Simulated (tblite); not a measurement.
# CH9FGeOSi2: the cost of one run

Computed with tblite 0.8.0 and PySCF 2.14.0; each step states its level. No surroundings beyond the atoms listed, unless a continuum is named. Atoms count from 0, parts from 1.

## 1. Starting point

15 atoms, charge 0, multiplicity 1; geometry: distance geometry start.

## 2. Relaxing the cluster with GFN2-xTB

The job: settings as JSON, then the geometry in Å.

```
{"job": {"kind": "relax", "xc": "GFN2-xTB", "basis": "xTB"}, "charge": 0, "multiplicity": 1}
Si    -0.397571    -0.469768     0.230842
O     -1.892251    -0.170465    -0.648260
Si    -2.455385     1.404718    -1.231382
C      0.423403    -1.951605    -0.443877
Ge     1.007731     1.360651    -0.002347
F     -0.722861    -0.698145     1.858831
H     -1.555058     1.871930    -2.225510
H     -3.761521     1.270383    -1.811159
H     -2.494460     2.314181    -0.161524
H      1.353598    -2.087996     0.034451
H      0.604024    -1.862468    -1.445796
H     -0.134586    -2.794986    -0.226900
H      2.080495     1.036694    -0.996789
H      0.207444     2.549631    -0.495423
H      1.643128     1.695241     1.323901
```

Level: GFN2-xTB geometry optimisation, gas phase.

Command:

```bash
OMP_NUM_THREADS=1 python cluster_run.py task.json out
```

One launch serves the whole session: the jobs run in the order shown.

Q: Estimate the wall time of this first job on 1 thread of AMD EPYC 9R45, shared host.

About 3 s.
